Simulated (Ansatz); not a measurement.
# Ta2B2O: the cost of one run

Computed with Ansatz 0.2.0 (DFT PBE, scalar-relativistic, plane waves, PAW, unless a step's input says otherwise).

### 1 The system as given

It takes space group P4/mmm (No. 123, tetragonal). The conventional cell has a = 3.433 Å, b = 3.433 Å, c = 5.041 Å, α = 90.00°, β = 90.00°, γ = 90.00°. Ta (site symmetry mmm) is surrounded by 4 Ta at 2.43 Å and 4 B at 2.57 Å. B (site symmetry 4mm) is surrounded by 1 B at 1.23 Å. Around O (site symmetry 4/mmm) lie 8 B at 2.50 Å.

As a file:

```
Ta B O
1.0
     3.43343    0.00000    0.00000
     0.00000    3.43343    0.00000
     0.00000    0.00000    5.04145
Ta B O
2 2 1
Cartesian
  0.0000 1.7167 2.5207
  1.7167 0.0000 2.5207
  1.7167 1.7167 4.4271
  1.7167 1.7167 0.6144
  0.0000 0.0000 0.0000
```

Recipe of the guess: random cell by space group and Wyckoff sites (P4/mmm, No. 123). The dimensions are guesses.

### 2 Probe: one point on a coarse mesh

The input, input.yaml:

```yaml
crystal:
  lattice:
    - [3.43343475, 0.0, 0.0]
    - [0.0, 3.43343475, 0.0]
    - [0.0, 0.0, 5.04144736]
  atoms:
    - { symbol: Ta, position: [0.0, 0.5, 0.5] }
    - { symbol: Ta, position: [0.5, 0.0, 0.5] }
    - { symbol: B, position: [0.5, 0.5, 0.87813422] }
    - { symbol: B, position: [0.5, 0.5, 0.12186578] }
    - { symbol: O, position: [0.0, 0.0, 0.0] }
basis:
  ecutwfc: 420
kpoints:
  mp_grid: { grid: [6, 6, 4] }
hamiltonian:
  xc: pbe
scf:
  occupations: { method: gaussian, width: 0.1 }
  lower_state_search: "off"
output:
  forces: true
  stress: true
  eigenvalues: true
```

On the command line:

```
ansatz run input.yaml --threads 1 --pin off --max-ram 2560MiB --backend cpu --events-out ev --progress --plain --runs-dir out
```

Q: Estimate wall time and peak memory on 1 thread of Arm Neoverse V2, shared host.

About 2 s, with a peak of 0.33 GiB.
